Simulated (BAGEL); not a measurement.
# C2H6AlS− (SMILES C[C]([AlH3-])=S): HF/6-31G(d) (density fitting with qzvpp-jkfit, spherical functions)

What is the vertical ionisation energy of C2H6AlS− at HF/6-31G* (density fitting with qzvpp-jkfit, spherical functions)? 

The calculation is run with BAGEL 1.2.2.

### 1 Starting point

C2H6AlS− has 10 atoms, charge -1, and is taken as a singlet. SMILES: `C[C]([AlH3-])=S`. The shape comes from GFN2-xTB, which is rough for such elements, and wasn't checked as a minimum.

Bond lengths: C1–C2 1.502 Å, C2–Al3 2.058 Å, C2–S4 1.648 Å, C1–H5 1.093 Å, C1–H6 1.093 Å, C1–H7 1.091 Å, Al3–H8 1.591 Å, Al3–H9 1.611 Å, Al3–H10 1.611 Å. Some angles: C1–C2–Al3 124.3°, C1–C2–S4 116.5°, Al3–C2–S4 119.1°, C2–C1–H5 110.5°, C2–C1–H6 110.7°, C2–C1–H7 109.5°, C2–Al3–H8 110.8°, C2–Al3–H9 102.7°, C2–Al3–H10 102.9°, H5–C1–H6 107.7°.

### 2 The energy at HF/6-31G(d) (density fitting with qzvpp-jkfit, spherical functions)

calc.json

```json
{ "bagel": [

{
  "title": "molecule",
  "basis": "6-31gs.json",
  "df_basis": "qzvpp-jkfit",
  "angstrom": true,
  "geometry": [
    { "atom": "C", "xyz": [      -0.351600,       1.355410,      -0.614240 ] },
    { "atom": "C", "xyz": [      -0.559810,      -0.103870,      -0.325830 ] },
    { "atom": "Al", "xyz": [       0.712510,      -1.256230,       0.810220 ] },
    { "atom": "S", "xyz": [      -1.917030,      -0.792930,      -0.957170 ] },
    { "atom": "H", "xyz": [      -0.275800,       1.525900,      -1.690860 ] },
    { "atom": "H", "xyz": [      -1.192610,       1.946390,      -0.243400 ] },
    { "atom": "H", "xyz": [       0.566800,       1.694100,      -0.131870 ] },
    { "atom": "H", "xyz": [       0.183280,      -2.752920,       0.910240 ] },
    { "atom": "H", "xyz": [       0.723880,      -0.482440,       2.223140 ] },
    { "atom": "H", "xyz": [       2.110370,      -1.133420,       0.019790 ] }
  ]
},

{
  "title": "hf",
  "charge": -1
},

{
  "title": "print",
  "file": "orbitals.molden",
  "orbitals": true
}

]}
```

The basis set 6-31G* is read from a file made from the Basis Set Exchange's data (not shown).

Launch:

```bash
$ BAGEL_NUM_THREADS=1 BAGEL calc.json > calc.out
```

Log:

```text
* using 1 threads per process

  ===============================================================
  ===============================================================

  *** Geometry ***

  { "atom" : "C", "xyz" : [     -0.664428,      2.561354,     -1.160745 ] },
  { "atom" : "C", "xyz" : [     -1.057888,     -0.196286,     -0.615729 ] },
  { "atom" : "Al", "xyz" : [      1.346449,     -2.373931,      1.531094 ] },
  { "atom" : "S", "xyz" : [     -3.622662,     -1.498421,     -1.808789 ] },
  { "atom" : "H", "xyz" : [     -0.521186,      2.883533,     -3.195262 ] },
  { "atom" : "H", "xyz" : [     -2.253706,      3.678144,     -0.459959 ] },
  { "atom" : "H", "xyz" : [      1.071097,      3.201385,     -0.249198 ] },
  { "atom" : "H", "xyz" : [      0.346349,     -5.202265,      1.720104 ] },
  { "atom" : "H", "xyz" : [      1.367935,     -0.911679,      4.201126 ] },
  { "atom" : "H", "xyz" : [      3.988021,     -2.141853,      0.037398 ] },

  Number of auxiliary basis functions:      514

  Since a DF basis is specified, we compute 2- and 3-index integrals:
    o Being stored without compression. Storage requirement is 0.024 GB

  Number of basis functions:       76
  Number of electrons      :       47

    * METHOD: MOLECULE                             0.45

  *** RHF ***

  === Nuclear Repulsion ===
   184.8519178154

      * DIIS with orbital gradients will be used.

  === RHF iteration (6-31gs.json) ===
      0       -718.53969432          0.01131107           0.10
      1       -718.61828670          0.00448775           0.10
      2       -718.62814301          0.00199993           0.10
      3       -718.63047600          0.00045099           0.10
      4       -718.63065320          0.00014356           0.10
      5       -718.63068182          0.00005649           0.10
      6       -718.63068815          0.00002298           0.10
      7       -718.63068933          0.00000815           0.10
      8       -718.63068948          0.00000211           0.10
      9       -718.63068948          0.00000087           0.10
     10       -718.63068948          0.00000034           0.10
     11       -718.63068948          0.00000014           0.10
     12       -718.63068948          0.00000006           0.10
     13       -718.63068948          0.00000003           0.10
     14       -718.63068948          0.00000002           0.10
     15       -718.63068948          0.00000001           0.10
    * SCF iteration converged.

    * Permanent dipole moment:
           (    0.636607,    -1.671042,     0.881739) a.u.

    * METHOD: HF                                   1.90

    * METHOD: PRINT                                0.03

  ===============================================================
```

Run time: 2.5 s. Hardware: 1 thread of Arm Neoverse N1, shared host; peak memory 0.12 GiB.

### 3 Doublet neutral C2H6AlS at the same level

calc.json

```json
{ "bagel" : [

{
  "title" : "molecule",
  "basis" : "6-31gs.json",
  "df_basis" : "qzvpp-jkfit",
  "angstrom" : true,
  "geometry" : [
    { "atom" : "C", "xyz" : [      -0.351600,       1.355410,      -0.614240 ] },
    { "atom" : "C", "xyz" : [      -0.559810,      -0.103870,      -0.325830 ] },
    { "atom" : "Al", "xyz" : [       0.712510,      -1.256230,       0.810220 ] },
    { "atom" : "S", "xyz" : [      -1.917030,      -0.792930,      -0.957170 ] },
    { "atom" : "H", "xyz" : [      -0.275800,       1.525900,      -1.690860 ] },
    { "atom" : "H", "xyz" : [      -1.192610,       1.946390,      -0.243400 ] },
    { "atom" : "H", "xyz" : [       0.566800,       1.694100,      -0.131870 ] },
    { "atom" : "H", "xyz" : [       0.183280,      -2.752920,       0.910240 ] },
    { "atom" : "H", "xyz" : [       0.723880,      -0.482440,       2.223140 ] },
    { "atom" : "H", "xyz" : [       2.110370,      -1.133420,       0.019790 ] }
  ]
},

{ "title" : "uhf", "nopen" : 1 },

{ "title" : "print", "file" : "orbitals.molden", "orbitals" : true }

]}
```

The basis set 6-31G* is read from a file made from the Basis Set Exchange's data (not shown).

Launch:

```bash
$ BAGEL_NUM_THREADS=1 BAGEL calc.json > calc.out
```

Log:

```text
* using 1 threads per process

  ===============================================================
  ===============================================================

  *** Geometry ***

  { "atom" : "C", "xyz" : [     -0.664428,      2.561354,     -1.160745 ] },
  { "atom" : "C", "xyz" : [     -1.057888,     -0.196286,     -0.615729 ] },
  { "atom" : "Al", "xyz" : [      1.346449,     -2.373931,      1.531094 ] },
  { "atom" : "S", "xyz" : [     -3.622662,     -1.498421,     -1.808789 ] },
  { "atom" : "H", "xyz" : [     -0.521186,      2.883533,     -3.195262 ] },
  { "atom" : "H", "xyz" : [     -2.253706,      3.678144,     -0.459959 ] },
  { "atom" : "H", "xyz" : [      1.071097,      3.201385,     -0.249198 ] },
  { "atom" : "H", "xyz" : [      0.346349,     -5.202265,      1.720104 ] },
  { "atom" : "H", "xyz" : [      1.367935,     -0.911679,      4.201126 ] },
  { "atom" : "H", "xyz" : [      3.988021,     -2.141853,      0.037398 ] },

  Number of auxiliary basis functions:      514

  Since a DF basis is specified, we compute 2- and 3-index integrals:
    o Being stored without compression. Storage requirement is 0.024 GB

  Number of basis functions:       76
  Number of electrons      :       47

    * METHOD: MOLECULE                             0.45

  *** Open-shell HF ***

  === Nuclear Repulsion ===
   184.8519178154

      * DIIS with orbital gradients will be used.

  === UHF iteration (6-31gs.json) ===
      0       -718.44697934          0.02055066           0.20
      1       -718.52077283          0.00778624           0.20
      2       -718.53270125          0.00530863           0.20
      3       -718.53765652          0.00194478           0.20
      4       -718.54048508          0.00122886           0.20
      5       -718.54190006          0.00074980           0.20
      6       -718.54302097          0.00023122           0.20
      7       -718.54312926          0.00012436           0.20
      8       -718.54317476          0.00006116           0.20
      9       -718.54319073          0.00002921           0.20
     10       -718.54319779          0.00000945           0.20
     11       -718.54319923          0.00000639           0.20
     12       -718.54320033          0.00000372           0.20
     13       -718.54320133          0.00000318           0.20
     14       -718.54320192          0.00000262           0.20
     15       -718.54320256          0.00000151           0.20
     16       -718.54320263          0.00000057           0.20
     17       -718.54320263          0.00000031           0.20
     18       -718.54320263          0.00000017           0.20
     19       -718.54320263          0.00000012           0.20
     20       -718.54320263          0.00000009           0.20
     21       -718.54320263          0.00000007           0.20
     22       -718.54320263          0.00000006           0.20
     23       -718.54320263          0.00000004           0.20
     24       -718.54320263          0.00000003           0.20
     25       -718.54320263          0.00000002           0.20
     26       -718.54320263          0.00000001           0.20
     27       -718.54320263          0.00000001           0.20
    * SCF iteration converged.

    * S^2 (UHF) is 0.7738

    * Permanent dipole moment:
           (    1.766388,    -1.619594,     1.568250) a.u.

    * METHOD: UHF                                  5.86

    * METHOD: PRINT                                0.03

  ===============================================================
```

Wall time 6.6 s (1 thread of Arm Neoverse N1, shared host); peak memory 0.12 GiB.

### 4 Outcome

At HF/6-31G* (density fitting with qzvpp-jkfit, spherical functions):

| quantity | value |
| --- | --- |
| singlet C2H6AlS−: total energy | -718.63069 Eh |
| singlet C2H6AlS−: HOMO energy | -3.76 eV |
| singlet C2H6AlS−: LUMO energy | 6.49 eV |
| singlet C2H6AlS−: HOMO–LUMO gap (to an unbound level, set by the basis) | 10.25 eV |
| doublet neutral C2H6AlS: total energy | -718.54320 Eh |
| doublet neutral C2H6AlS: dipole moment | 7.28 D |
| doublet neutral C2H6AlS: ⟨S²⟩ | 0.774 |
| vertical detachment energy (to the doublet neutral) | 2.381 eV |

In words: The vertical ionisation energy comes to 2.38 eV (55 kcal/mol). The negative HOMO energy of the first species, 3.76 eV, lies 1.38 eV above that difference.
